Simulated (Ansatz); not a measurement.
# BClO (SMILES O=BCl) at CCSDTQ/STO-3G

Aim: the electronic atomisation energy of BClO at CCSDTQ/STO-3G, from 4 runs. 

The results are computed with Ansatz 0.2.0.

61 further runs of the same task are left out: 15 that didn't finish, 46 set aside as unsound or not needed.

### 1 Starting point

The species is BClO (3 atoms), meant as a singlet with charge 0. As SMILES, `O=BCl`. The coordinates come from a GFN2-xTB relaxation.

Bond lengths: O1–B2 1.193 Å, B2–Cl3 1.639 Å. Angles: O1–B2–Cl3 179.9°.

### 2 A single-point energy at CCSDTQ/STO-3G

File job.yaml:

```yaml
basis:
  gaussian:
    orbitals: STO-3G
crystal:
  periodic: [false, false, false]
  atoms:
    - {symbol: O, position_ang: [1.019560, 0.606200, 0.626990]}
    - {symbol: B, position_ang: [0.113080, 0.066620, 0.069470]}
    - {symbol: Cl, position_ang: [-1.132640, -0.672810, -0.696460]}
correlation:
  method: ccsdtq
  frozen_orbitals: {B: 1, Cl: 5, O: 1}
accuracy: high
scf:
  omitted_lower_state_checks: [cluster_reference, increment]
```

Launch:

```
ansatz run job.yaml --threads 1 --pin off --max-ram 2610MiB --events-out events.jsonl --progress --plain --runs-dir runs
```

Standard output, shortened:

```text
Warning: RAYON_NUM_THREADS=1 ignored (pool sized by the plan → 1); use --threads N
Functional definition: HF
  name "HF"
[...]
323 factors; integrals over basis functions are off by at most 2.9e-8 eV
[...]
mean field -15044.16120379 eV, -552.8627269404 hartree, gradient 1.8e-8 eV, S^2 0.000000; 0 other end points of the search recorded, 0 dependent functions left out
7 core orbitals not correlated: weight in the atoms' cores, before any rotation towards them, 1.000 or more for the frozen orbitals, at most 0.000 for the correlated occupied ones
reference -15044.16120379 eV, -552.8627269404 hartree; 8, 8 occupied and 4, 4 virtual orbitals, 323 factors
second order -3.47995745 eV of doubles, -0.00000000 eV of singles
cycle   1  -3.31304066 eV  change    1.7e-1 eV  update   1.2e-1
[...]
cycle  20  -3.82676340 eV  change   -1.4e-9 eV  update   1.7e-9
Total energy: -15047.98796719 eV, -553.0033579016 hartree
Checks for a lower state left out: cluster_reference, increment
```

It took 9 s on 1 thread of Arm Neoverse V1, shared host; peak memory 0.38 GiB.

### 3 The B atom, same level

File in.yaml:

```yaml
crystal:
  periodic: [false, false, false]
  atoms:
    - symbol: B
      position_ang: [0.000000, 0.000000, 0.000000]
basis:
  gaussian: {orbitals: STO-3G}
accuracy: high
scf: {omitted_lower_state_checks: [cluster_reference, increment]}
correlation: {method: ccsdtq, frozen_orbitals: {B: 1}}
magnetization: {spin_polarized: true, initial_magnetization: 1}
```

Launch:

```
ansatz run in.yaml --threads 1 --pin off --max-ram 2610MiB --events-out events.jsonl --progress --plain --runs-dir runs
```

Standard output, shortened:

```text
Warning: RAYON_NUM_THREADS=1 ignored (pool sized by the plan → 1); use --threads N
Functional definition: HF
  name "HF"
[...]
15 factors; integrals over basis functions are off by at most 8.9e-10 eV
[...]
mean field -657.12745801 eV, -24.1489886649 hartree, gradient 0.0e0 eV, S^2 0.750000; 4 other end points of the search recorded, 0 dependent functions left out
1 core orbitals not correlated: weight in the atoms' cores, before any rotation towards them, 1.000 or more for the frozen orbitals, at most 0.000 for the correlated occupied ones
reference -657.12745801 eV, -24.1489886649 hartree; 2, 1 occupied and 2, 3 virtual orbitals, 15 factors
second order -0.50768279 eV of doubles, 0.00000000 eV of singles
cycle   1  -0.78653408 eV  change   -2.8e-1 eV  update   6.4e-2
[...]
cycle  10  -1.08840109 eV  change  -4.4e-12 eV  update  4.9e-13
Total energy: -658.21585910 eV, -24.1889866671 hartree
Checks for a lower state left out: cluster_reference, increment
```

Run time: 1.9 s. Hardware: 1 thread of Arm Neoverse V1, shared host.

### 4 The Cl atom, same level

File in.yaml:

```yaml
crystal:
  periodic: [false, false, false]
  atoms:
    - {symbol: Cl, position_ang: [0.000000, 0.000000, 0.000000]}
basis:
  gaussian:
    orbitals: STO-3G
total_charge: 0
magnetization:
  spin_polarized: true
  initial_magnetization: 1
correlation:
  method: ccsdtq
  frozen_orbitals: {Cl: 5}
accuracy: high
scf:
  omitted_lower_state_checks: [cluster_reference, increment]
```

Run the same way, it converges to -454.54219 Eh (log not shown).

### 5 The O atom, same level

File in.yaml:

```yaml
crystal:
  periodic: [false, false, false]
  atoms:
    - symbol: O
      position_ang: [0.000000, 0.000000, 0.000000]
basis:
  gaussian: {orbitals: STO-3G}
magnetization: {spin_polarized: true, initial_magnetization: 2}
correlation: {method: ccsdtq, frozen_orbitals: {O: 1}}
accuracy: high
scf: {omitted_lower_state_checks: [cluster_reference, increment]}
```

Launch:

```
ansatz run in.yaml --threads 1 --pin off --max-ram 2610MiB --events-out events.jsonl --progress --plain --runs-dir runs
```

Standard output, shortened:

```text
Warning: RAYON_NUM_THREADS=1 ignored (pool sized by the plan → 1); use --threads N
Functional definition: HF
  name "HF"
[...]
15 factors; integrals over basis functions are off by at most 1.1e-9 eV
[...]
mean field -2008.31323932 eV, -73.8041502613 hartree, gradient 0.0e0 eV, S^2 2.000000; 2 other end points of the search recorded, 0 dependent functions left out
1 core orbitals not correlated: weight in the atoms' cores, before any rotation towards them, 1.000 or more for the frozen orbitals, at most 0.000 for the correlated occupied ones
reference -2008.31323932 eV, -73.8041502613 hartree; 4, 2 occupied and 0, 2 virtual orbitals, 15 factors
second order 0.00000000 eV of doubles, 0.00000000 eV of singles
cycle   1  0.00000000 eV  change     0.0e0 eV  update    0.0e0
cycle   2  0.00000000 eV  change     0.0e0 eV  update    0.0e0
Total energy: -2008.31323932 eV, -73.8041502613 hartree
Checks for a lower state left out: cluster_reference, increment
```

Run time: 0.66 s. Hardware: 1 thread of Arm Neoverse V1, shared host.

### 6 Outcome

At CCSDTQ/STO-3G, 7 core orbitals frozen:

```
                                             quantity          value
                               molecule: total energy  -553.00336 Eh
molecule: correlation energy (7 core orbitals frozen)     -140.6 mEh
                              molecule: T1 diagnostic          0.013
                                 B atom: total energy   -24.18899 Eh
   B atom: correlation energy (1 core orbital frozen)      -40.0 mEh
            B atom: ⟨S²⟩ of the reference determinant          0.750
                                B atom: T1 diagnostic          0.000
                                Cl atom: total energy  -454.54219 Eh
 Cl atom: correlation energy (5 core orbitals frozen)        0.0 mEh
           Cl atom: ⟨S²⟩ of the reference determinant          0.750
                               Cl atom: T1 diagnostic          0.000
                                 O atom: total energy   -73.80415 Eh
   O atom: correlation energy (1 core orbital frozen)        0.0 mEh
            O atom: ⟨S²⟩ of the reference determinant          2.000
                                O atom: T1 diagnostic          0.000
                        electronic atomisation energy      12.736 eV
```

What this shows: Taking the molecule apart into free atoms costs 12.74 eV (294 kcal/mol), before zero-point energy and without spin-orbit coupling. In a minimal basis such a difference can be off by several eV, whatever the method.
